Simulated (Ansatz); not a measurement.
# BrHInS radical: a ladder of functionals and wavefunction methods

The task here is to estimate one member of a computed series from the others.

Method: functionals in def2-TZVPP, the program's frozen cores in correlated methods; program: Ansatz 0.2.0, Gaussian basis.

The runs, in order: LDA (SPW92), PBE-D4, revPBE-D4, BLYP-D4, r2SCAN-D4, B97M-V, PBE0-D4, B3LYP-D4, r2SCANh-D4, r2SCAN0-D4, HSE06-D4, BHLYP-D4, CAM-B3LYP-D4, LC-ωPBE, ωB97X-V, ωB97M-V, B2PLYP, PBE-QIDH; CCSD(T)/def2-SVP; CCSD(T)/def2-TZVPP; MP2/def2-QZVPP; extrapolation to the limit; RPA on PBE.

**The relaxed structure**

An earlier PBE0-D4 in a triple-zeta def2 set relaxation fixed the geometry. In takes the def2 core potential; no spin-orbit term is included.

SMILES `[SH][In][Br]`, 4 atoms, charge 0, spin multiplicity 2.

Atoms are counted from 1 here; the program's logs count them from 0.

Bond lengths: S1–In2 2.430 Å, S1–H4 1.344 Å, In2–Br3 2.505 Å. Angles: In2–S1–H4 92.9°, S1–In2–Br3 116.5°.

The first run:

Input file in.yaml:

```yaml
crystal:
  periodic: [false, false, false]
  atoms:
    - {symbol: S, position_ang: [-1.137354, -0.834485, 0.480629]}
    - {symbol: In, position_ang: [0.480249, 0.729583, -0.437097]}
    - {symbol: Br, position_ang: [2.897190, 0.144640, -0.132771]}
    - {symbol: H, position_ang: [-2.184485, -0.100037, 0.068940]}
basis:
  gaussian: {orbitals: def2-TZVPP}
magnetization: {spin_polarized: true, initial_magnetization: 1}
hamiltonian: {xc: lda}
output: {orbitals: {seedname: orbitals}}
```

Among the steps run: LDA; PBE-D4 (GGA); revPBE-D4 (GGA); BLYP-D4 (GGA); r2SCAN-D4 (meta-GGA); B97M-V (meta-GGA); PBE0-D4 (hybrid); B3LYP-D4 (hybrid); r2SCANh-D4 (hybrid); r2SCAN0-D4 (hybrid); HSE06-D4 (hybrid); BHLYP-D4 (hybrid); CAM-B3LYP-D4 (range-separated); LC-ωPBE (range-separated); ωB97X-V (range-separated); ωB97M-V (range-separated); B2PLYP (double hybrid); PBE-QIDH (double hybrid).

One table of the session follows, with a row left open; its other results are not shown here.

It belongs to the step «Orbital energies across the functionals». 

| functional | HOMO (eV) | LUMO (eV) | gap (eV) |
| --- | --- | --- | --- |
| LDA (SPW92) | -5.71 | -5.15 | 0.56 |
| PBE-D4 | -5.57 | -4.81 | 0.76 |
| revPBE-D4 | -5.52 | -4.68 | 0.83 |
| BLYP-D4 | -5.39 | -4.79 | 0.61 |
| r2SCAN-D4 | -5.93 | -4.59 | 1.34 |
| B97M-V | -5.62 | -4.89 | 0.73 |
| PBE0-D4 | -6.55 | -4.04 | 2.51 |
| B3LYP-D4 | ? | ? | ? |
| r2SCANh-D4 | -6.29 | -4.31 | 1.99 |
| r2SCAN0-D4 | -6.83 | -3.88 | 2.96 |
| HSE06-D4 | -6.17 | -4.40 | 1.77 |
| BHLYP-D4 | -7.38 | -3.32 | 4.05 |
| CAM-B3LYP-D4 | -7.71 | -3.24 | 4.47 |
| LC-ωPBE | -8.97 | -1.94 | 7.03 |
| ωB97X-V | -8.55 | -2.28 | 6.27 |
| ωB97M-V | -8.48 | -2.44 | 6.04 |

**Question.** Estimate the row for B3LYP-D4.

Worked estimate for «HOMO (eV)». Against the share of exact exchange, BLYP-D4 (0, -5.39), BHLYP-D4 (0.5, -7.38) give a slope of -3.98 per unit share; at 0.2 the line stands at -6.19.

**Answer.** HOMO (eV): -6.34; LUMO (eV): -4.38; gap (eV): 1.96. In «HOMO (eV)» the line misses by +0.15.
